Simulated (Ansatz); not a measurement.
# ClHZr: the cost of one run

Program: Ansatz 0.2.0, Gaussian basis. Level of theory: def2-SVP, all electrons in the functionals, frozen cores in the correlation of double hybrids and RPA. These are calculated values, not measurements.

Plan: wB97M-V, B2PLYP, PBE-QIDH, RPA-PBE, at charge 0, triplet; charge 0, singlet; charge 0, quintet; charge 1, doublet; charge 1, quartet; displaced geometry v1; displaced geometry v2 (not every functional at every point).

27 further runs of the same task are left out: 9 for a known fault of the program, 6 that didn't finish, 12 set aside as unsound or not needed.

## 1. What is computed

The geometry is a PBE0/def2-TZVP stationary point (not a proven minimum). No spin-orbit coupling is included. Elements past krypton take def2 core potentials.

3 atoms, charge 0, spin multiplicity 3.

Atoms are counted from 1 here; the program's logs count them from 0.

Bond lengths: Zr1–Cl2 2.379 Å, Zr1–H3 1.933 Å. Angles: Cl2–Zr1–H3 180.0°.

No dispersion term is added; wB97M-V holds VV10 nonlocal correlation.

The geometry shown and the zero of energy belong to the point charge 0, triplet. The yardstick, UCCSD(T), and other wave-function levels (R restricted, U unrestricted, valence and pair active spaces) come from earlier runs.

## 2. wB97M-V, charge 0, triplet

File in.yaml:

```yaml
crystal:
  periodic: [false, false, false]
  atoms:
    - {symbol: Zr, position_ang: [0.000000, 0.000000, 0.148733]}
    - {symbol: Cl, position_ang: [0.000000, 0.000000, -2.230367]}
    - {symbol: H, position_ang: [0.000000, 0.000000, 2.081633]}
basis:
  gaussian: {orbitals: def2-SVP}
magnetization: {spin_polarized: true, initial_magnetization: 2}
hamiltonian: {xc: {name: wB97M-V}}
output: {forces: true, orbitals: {seedname: orbitals}}
```

Run with:

```sh
> ansatz run in.yaml --threads 1 --pin off --events-out ev --progress --plain --max-ram 2393MiB
```

Q: Estimate wall time and peak memory on 1 thread of Arm Neoverse V2, shared host.

About 41 s, with a peak of 0.29 GiB.
